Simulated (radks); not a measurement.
**Rb inside a hard spherical wall**

The task here is to estimate one member of a computed series from the others.

Program: radks (a radial shooting solver on a logarithmic mesh, Libxc functionals) version 1. Level of theory: scalar-relativistic Kohn-Sham, PBE, spin-polarised, spherical densities, point nucleus; open shells are filled with parallel spins first. These are calculated values, not measurements, unless marked.

### The atom as given

* element: rubidium (Z = 37)
* charge: 0
* electrons: 37
* configuration: [Kr] 5s1

Outer shells as boxes (Hund's rule):

Rb
```
[Kr] core
5s [↑ ]
```

The first run:

The run's settings:

```text
Z 37
configuration [Kr] 5s1 4d0 5p0 6s0
relativity scalar-relativistic
functional pbe,pbe
spin polarised
nucleus point
c 137.035999084
```

Among the steps run: The free atom; Wall at 20 bohr; Wall at 10 bohr; Wall at 8 bohr; Wall at 7 bohr; Wall at 4 bohr; Wall at 2.5 bohr; Wall at 1.5 bohr.

One of the session's tables, all rows but one given; the rest of the session is left out.

| R (bohr) | E − E(free) (eV) | ε(5s) (eV) | ε(5p, empty) (eV) | ε(6s, empty) (eV) | ε(4d, empty) (eV) |
| --- | --- | --- | --- | --- | --- |
| free | 0.000 | -2.436 | -0.893 | - | - |
| 20 | 0.000 | -2.436 | -0.889 | 0.011 | -0.084 |
| 10 | ? | ? | ? | ? | ? |
| 8 | 0.628 | -1.453 | 1.125 | 8.090 | 1.437 |
| 7 | 1.285 | -0.614 | 2.546 | 12.513 | 2.182 |
| 4 | 17.889 | 15.124 | 24.025 | 67.116 | 10.571 |
| 2.5 | 156.10 | 93.637 | 112.08 | 252.39 | 44.158 |
| 1.5 | 1257.4 | 468.41 | 493.64 | 977.68 | 198.38 |

Q: Estimate the row for R (bohr) = 10 from the others.

Worked estimate for «E − E(free) (eV)». A straight line through the neighbours (20, 0.000) and (8, 0.628) gives 0.000 + (0.628 − 0.000) × (10 − 20) / (8 − 20) = 0.523; a parabola fitted to 3 rows on both sides gives -0.407.

As computed: E − E(free) (eV): 0.154; ε(5s) (eV): -2.138; ε(5p, empty) (eV): -0.152; ε(6s, empty) (eV): 3.660; ε(4d, empty) (eV): 0.622. In «E − E(free) (eV)» the line misses by +0.369 and the parabola by -0.561. Between these rows the values bend or scatter more than so simple an estimate can follow.

In words: Eigenvalues are for spin up. From R = 4 bohr inwards the highest occupied level lies above zero, pushed up by confinement. Shells are not refilled when levels cross, and a hard wall is a model, not a crystal.
